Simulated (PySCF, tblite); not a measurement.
**C₆H₆ClSi radical: geometry, infrared bands and EPR parameters**

Aim: predict the infrared bands and EPR parameters of C₆H₆ClSi radical (`[SiH2]c1ccccc1Cl`).

Computed with tblite 0.8.0 and PySCF 2.14.0, with density-fitted response routines of our own, on a single molecule in the gas phase. Atoms are numbered from 0 throughout.

### 1 The starting structure

14 atoms, charge 0, multiplicity 2; geometry from: force field or distance geometry start.

Bonds of the start (Å): Si0–C1 1.86, C1–C2 1.38, C2–C3 1.40, C3–C4 1.37, C4–C5 1.38, C5–C6 1.41, C6–Cl7 1.77, C6–C1 1.37, Si0–H8 1.45, Si0–H9 1.48, C2–H10 1.07, C3–H11 1.10, C4–H12 1.10, C5–H13 1.08.

### 2 Geometry optimisation with GFN2-xTB

What the job is given:

```
{"job": {"kind": "relax", "xc": "GFN2-xTB", "basis": "xTB"}, "charge": 0, "multiplicity": 2}
Si     2.573900    -0.458000    -0.236800
C      0.738300    -0.204500    -0.096600
C     -0.087000    -1.312600    -0.093900
C     -1.472700    -1.143100     0.005000
C     -1.971300     0.126000     0.140700
C     -1.184100     1.257400     0.146600
C      0.201300     1.052200     0.031100
Cl     1.291600     2.440500     0.050300
H      3.176000     0.278100    -1.327800
H      3.235100    -0.267600     1.068300
H      0.300800    -2.309300    -0.193200
H     -2.157300    -2.007000     0.009400
H     -3.057900     0.289500     0.232900
H     -1.587400     2.257900     0.241900
```

Command:

```console
$ OMP_NUM_THREADS=1 python probes_run.py task.json out
```

The driver reads the jobs from task.json and runs them one after another.

**Question.** This job is followed by: GFN2-xTB harmonic vibrations, gas phase; UKS B3LYP, pcH-1 on C Cl H Si, non-relativistic, mean-field spin-orbit, GIAO. Predict these results of the whole session: strongest single infrared mode (GFN2-xTB); zero-point energy (GFN2-xTB); g(iso) (B3LYP); ⟨S²⟩; largest a(iso) (averaged by class); potential on the surface of density 0.002 e/bohr³, 1st and 99th percentile.

The runs gave:

| quantity | value |
| --- | --- |
| strongest single infrared mode (GFN2-xTB) | 2378 cm⁻¹, 231 km/mol |
| zero-point energy (GFN2-xTB) | 58.1 kcal/mol |
| g(iso) (B3LYP) | 2.00363 |
| ⟨S²⟩ | 0.762 (exact 0.75) |
| largest a(iso) (averaged by class) | 29Si on Si0, -133.5 MHz |
| potential on the surface of density 0.002 e/bohr³, 1st and 99th percentile | -0.50 V and 1.02 V |

What this shows: Relaxing lowered the energy by 0.351 eV in 98 steps; the close pair that moved most is C1–C6, from 1.373 to 1.405 Å. No mode is imaginary among the 36: a minimum at this level. The strongest single mode, at 2378 cm⁻¹, moves mainly H9. Unscaled tight-binding wavenumbers are off by several per cent, some by more. Its intensities can rank the bands wrongly. Most of the unpaired spin sits on Si0 (0.97 e). The isotropic g lies 1.3 ppt above the free-electron value.
